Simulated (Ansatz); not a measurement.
# ClH4MgNO: the cost of one run

Program: Ansatz 0.2.0. Level of theory: RKS PBE0/6-31G. These are calculated values, not measurements.

## 1. Starting point

Bond lengths: Mg1–N2 2.474 Å, Mg1–Cl3 2.131 Å, Mg1–O5 2.417 Å, N2–H6 1.009 Å, N2–H7 1.008 Å, O5–H8 0.956 Å. Angles: Mg1–N2–H6 119.3°, Mg1–N2–H7 127.5°, H6–N2–H7 109.7°, N2–Mg1–Cl3 133.6°, N2–Mg1–O5 63.5°, Cl3–Mg1–O5 125.1°, Mg1–O5–H8 122.3°.

Structure file:

```xyz
8

Mg   -0.3113   -0.6799   -1.3639
N     1.1063   -0.0072    0.5489
Cl   -1.1669   -2.5318   -1.9813
H    -0.1165    0.5399    0.5998
O    -1.3008    0.8465    0.2271
H     1.2488   -0.6550    1.3088
H     1.8299    0.6938    0.5598
H    -1.2895    1.7938    0.1007
```

## 2. A restrained relaxation towards end A

Springs on the bonds that form and break draw the guess towards this end; the thresholds are loose.

File input.yaml:

```yaml
crystal:
  periodic: [false, false, false]
  atoms:
    - { symbol: Mg, position_ang: [-0.3113, -0.6799, -1.3639] }
    - { symbol: "N", position_ang: [1.1063, -0.0072, 0.5489] }
    - { symbol: Cl, position_ang: [-1.1669, -2.5318, -1.9813] }
    - { symbol: H, position_ang: [-0.1165, 0.5399, 0.5998] }
    - { symbol: O, position_ang: [-1.3008, 0.8465, 0.2271] }
    - { symbol: H, position_ang: [1.2488, -0.655, 1.3088] }
    - { symbol: H, position_ang: [1.8299, 0.6938, 0.5598] }
    - { symbol: H, position_ang: [-1.2895, 1.7938, 0.1007] }
basis:
  gaussian: { orbitals: "6-31G" }
hamiltonian:
  xc: pbe0
relax:
  f_tol: 0.15
  max_steps: 25
  restrain:
    - { distance: [0, 4], at: 3.37, k: 30.0 }
    - { distance: [3, 1], at: 2.32, k: 30.0 }
    - { distance: [0, 1], at: 2.12, k: 30.0 }
    - { distance: [3, 4], at: 0.97, k: 30.0 }
```

Run with:

```sh
$ ansatz run input.yaml --threads 1 --pin off --max-ram 2048MiB --backend cpu --events-out ev --progress --plain --runs-dir out
```

**Question.** How long does this run take on 1 thread of Arm Neoverse V1, shared host, and how much memory does it need?

About 32 s, with a peak of 0.15 GiB.
